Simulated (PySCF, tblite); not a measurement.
# Si₃N₃H₈ radical, a small gas-phase stand-in for a defect centre (nitride 3-ring): EPR parameters

Aim: the EPR parameters of `N1[SiH]N[SiH2]N[SiH2]1`. It is drawn as: dangling bond.

Computed with tblite 0.8.0 and PySCF 2.14.0; each step states its level. No surroundings beyond the atoms listed, unless a continuum is named. Atoms count from 0, parts from 1.

## 1. Starting point

14 atoms, charge 0, multiplicity 2; geometry: distance geometry start.

## 2. Relaxing the cluster with GFN2-xTB

What the job is given:

```
{"job": {"kind": "relax", "xc": "GFN2-xTB", "basis": "xTB"}, "charge": 0, "multiplicity": 2}
N      0.916267     1.575014     0.513518
Si     1.345454    -0.028286     1.251601
N      0.681859    -1.356216     0.188022
Si    -1.115790    -1.266081    -0.179967
N     -1.525327     0.342094    -0.885395
Si    -0.786697     1.778934    -0.067287
H      1.344721     2.413816     0.965184
H      2.715084    -0.153053     1.320989
H      0.767628    -0.142585     2.557448
H      1.267328    -1.653968    -0.601930
H     -1.465602    -2.327560    -1.060560
H     -1.851384    -1.452670     1.059133
H     -1.572364     0.373384    -1.916985
H     -1.657220     2.538826     0.771212
```

With the program's defaults for keys left out, this is: GFN2-xTB geometry optimisation, gas phase.

On the command line:

```console
> OMP_NUM_THREADS=1 python cluster_run.py task.json out
```

One launch serves the whole session: the jobs run in the order shown.

**Question.** The jobs that follow are: PBE0-D3(BJ)/def2-SVP geometry optimisation, gas phase; UKS B3LYP, IGLO-III on N Si, pcH-1 on H, non-relativistic, mean-field spin-orbit, GIAO; UKS BHandHLYP, IGLO-III on N Si, pcH-1 on H, non-relativistic, mean-field spin-orbit, GIAO. Predict: rotational constants (main isotopes); g(iso) (B3LYP); ⟨S²⟩; largest a(iso).

**Answer**, as computed:

```
                            quantity                    value
rotational constants (main isotopes)     2.29, 2.11, 1.16 GHz
                      g(iso) (B3LYP)                  2.00201
                                ⟨S²⟩       0.752 (exact 0.75)
                      largest a(iso)  29Si on Si5, -735.6 MHz
```

What this shows: The start of the PBE0/def2-SVP relaxation was shaken at random by about 0.01 Å, so part of the energy gained, and of the first lengths quoted, undoes that. Over 13 steps the energy fell by 0.215 eV; of the close pairs, N2–Si3 changed most, 1.673 to 1.739 Å (PBE0/def2-SVP). Si5 carries the largest spin population, 0.77 e. The isotropic g lies 0.3 ppt below the free-electron value. The coupling of 29Si on Si5 runs from -762.3 (BHandHLYP/IGLO-III+pcH-1) to -735.6 MHz (B3LYP/IGLO-III+pcH-1). A capped cluster stands for the solid here, so long-range fields and strain are missing, and bands or shifts of the capping hydrogens have no counterpart in it.
